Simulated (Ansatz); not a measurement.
Runs of Ansatz 0.2.0 on NiMoIrPdW. It takes space group P3m1 (No. 156, trigonal). The conventional cell has a = 4.147 Å, b = 4.147 Å, c = 5.416 Å, α = 90.00°, β = 90.00°, γ = 120.00°. Ni (site symmetry 3m) is surrounded by 3 W at 2.40 Å and 3 Ir at 2.71 Å. Around Mo (site symmetry 3m) lie 1 W at 2.49 Å and 3 Ir at 2.64 Å and 3 Pd at 2.85 Å. Pd (site symmetry 3m) is surrounded by 2 Ir at 2.65 to 2.76 Å and 3 W at 2.76 Å and 3 Ni at 2.82 Å and 3 Mo at 2.85 Å. Ir (site symmetry 3m) is surrounded by 3 Mo at 2.64 Å and 2 Pd at 2.65 to 2.76 Å and 3 Ni at 2.71 Å and 3 W at 2.77 Å. W (site symmetry 3m) is surrounded by 3 Ni at 2.40 Å and 1 Mo at 2.49 Å. The cell was built by a generator and needn't be a form met in nature.

```tsv
potentials or basis	cutoff (eV)	gap on the mesh (eV)	pressure (GPa)	moment (μB)	largest force (eV/Å)
Ansatz NC with PseudoDojo standard (PBE files)	1400	none	0.1	0.00	0.17
SPMS NC	925	none	0.1	0.00	(a)
PseudoDojo standard (PBE files)	1333	none	0.0	0.00	0.17
Ansatz PAW earlier set	1080	none	0.0	0.00	0.16
JTH PAW	2400	none	0.3	0.00	0.19
```

Alike in all rows: task single point; level PBE; spin collinear, ferromagnetic start; cell as given; k mesh 7 × 7 × 5; smearing fermi-dirac 0.05 eV.

Fill in the values left out.

(a) 0.15.

A k mesh can miss the band edges, and the runs leave out spin-orbit coupling on Ir, Mo, Pd, W.

A gap of «none» marks a metal or a gap under the smearing width.

Not every run made on this cell is shown here.
